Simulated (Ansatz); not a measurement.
# SiTi: the cost of one run

The runs use Ansatz 0.2.0, Gaussian basis; def2-TZVPP, core rule «outside noble gas», up to 14 orbitals frozen.

To be run: UHF; ROHF; CCSD(T) on UHF.

2 further runs of the same task are left out: 2 set aside as unsound or not needed.

## (1) The system

The geometry is a PBE0/def2-TZVP stationary point (not a proven minimum) of the parent state, kept for this charge and spin.

2 atoms, charge 0, spin multiplicity 5.

Atoms are counted from 1 here; the program's logs count them from 0.

Bond lengths: Ti1–Si2 2.462 Å.

## (2) UHF

in.yaml

```yaml
crystal:
  periodic: [false, false, false]
  atoms:
    - {symbol: Ti, position_ang: [0.000000, 0.000000, 0.000000]}
    - {symbol: Si, position_ang: [0.000000, 0.000000, 2.461600]}
basis:
  gaussian: {orbitals: def2-TZVPP}
magnetization: {spin_polarized: true, initial_magnetization: 4}
hamiltonian: {xc: hf}
output: {orbitals: {seedname: orbitals}}
```

Launch:

```
ansatz run in.yaml --threads 1 --pin off --events-out ev --progress --plain --max-ram 2816MiB --backend cpu
```

**Question.** How long does this run take on 1 thread of AMD EPYC 7R13, shared host, and how much memory does it need?

About 47 s, with a peak of 0.33 GiB.
